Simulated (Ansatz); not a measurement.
# ClF2GeH2N: one species, many methods

An exercise on one series of results from a longer session: the logs are not shown, and one member is left open.

The runs use Ansatz 0.2.0, Gaussian basis; functionals in def2-TZVPP, the program's frozen cores in correlated methods.

Levels to be run: LDA (SPW92), PBE-D4, revPBE-D4, BLYP-D4, r2SCAN-D4, B97M-V, PBE0-D4, B3LYP-D4, r2SCANh-D4, r2SCAN0-D4, HSE06-D4, BHLYP-D4, CAM-B3LYP-D4, LC-ωPBE, ωB97X-V, ωB97M-V, B2PLYP, PBE-QIDH; CCSD(T)/def2-SVP; CCSD(T)/def2-TZVPP; MP2/def2-QZVPP; extrapolation to the limit; RPA on PBE.

## Structure used throughout

The geometry comes from an earlier relaxation with PBE0-D4 in a triple-zeta def2 set; it is a stationary point, not always the lowest conformer.

SMILES `[NH2][Ge]([F])([F])[Cl]`, 7 atoms, charge 0, spin multiplicity 1.

Atoms are counted from 1 here; the program's logs count them from 0.

Bond lengths: N1–Ge2 1.790 Å, N1–H6 1.010 Å, N1–H7 1.010 Å, Ge2–F3 1.710 Å, Ge2–F4 1.719 Å, Ge2–Cl5 2.106 Å. Angles: Ge2–N1–H6 115.1°, Ge2–N1–H7 115.4°, H6–N1–H7 110.8°, N1–Ge2–F3 108.9°, N1–Ge2–F4 115.3°, N1–Ge2–Cl5 111.2°, F3–Ge2–F4 103.2°, F3–Ge2–Cl5 110.2°, F4–Ge2–Cl5 107.6°.

Set-up of the first run:

Input file in.yaml:

```yaml
crystal:
  periodic: [false, false, false]
  atoms:
    - {symbol: N, position_ang: [-0.315308, 0.773676, 0.837510]}
    - {symbol: Ge, position_ang: [0.038984, -0.394862, -0.471014]}
    - {symbol: F, position_ang: [-1.378472, -1.287664, -0.815795]}
    - {symbol: F, position_ang: [1.185465, -1.613200, -0.076158]}
    - {symbol: Cl, position_ang: [0.722089, 0.585549, -2.205563]}
    - {symbol: H, position_ang: [0.372800, 1.502616, 0.957699]}
    - {symbol: H, position_ang: [-0.564358, 0.365885, 1.727622]}
basis:
  gaussian: {orbitals: def2-TZVPP}
hamiltonian: {xc: lda}
output: {orbitals: {seedname: orbitals}}
```

On the command line:

```sh
> ansatz run in.yaml --threads 4 --pin off --events-out ev --progress --plain --max-ram 10444MiB
```

Among the steps run: LDA; PBE-D4 (GGA); revPBE-D4 (GGA); BLYP-D4 (GGA); r2SCAN-D4 (meta-GGA); B97M-V (meta-GGA); PBE0-D4 (hybrid); B3LYP-D4 (hybrid); r2SCANh-D4 (hybrid); r2SCAN0-D4 (hybrid); HSE06-D4 (hybrid); BHLYP-D4 (hybrid); CAM-B3LYP-D4 (range-separated); LC-ωPBE (range-separated); ωB97X-V (range-separated); ωB97M-V (range-separated); B2PLYP (double hybrid); PBE-QIDH (double hybrid).

One of the session's tables, all rows but one given; the rest of the session is left out.

It belongs to the step «Frontier levels by functional». 

```
  functional  HOMO (eV)  gap (eV)
 LDA (SPW92)      -7.51      5.32
      PBE-D4      -7.31      5.44
   revPBE-D4      -7.23      5.50
     BLYP-D4      -7.18      5.33
   r2SCAN-D4      -7.69      6.20
      B97M-V      -7.76      6.24
     PBE0-D4      -8.89      8.09
    B3LYP-D4      -8.62      7.44
  r2SCANh-D4      -8.27      7.16
  r2SCAN0-D4      -9.16      8.60
    HSE06-D4      -8.48      7.30
    BHLYP-D4     -10.37     10.54
CAM-B3LYP-D4     -10.38     10.55
     LC-ωPBE     -11.83     13.40
     ωB97X-V          ?         ?
     ωB97M-V     -11.31     12.44
```

Q: Estimate the row for ωB97X-V from the others.

The run gave: HOMO (eV): -11.42; gap (eV): 12.83. In the column «HOMO (eV)» it lies between LC-ωPBE (-11.83) and ωB97M-V (-11.31).
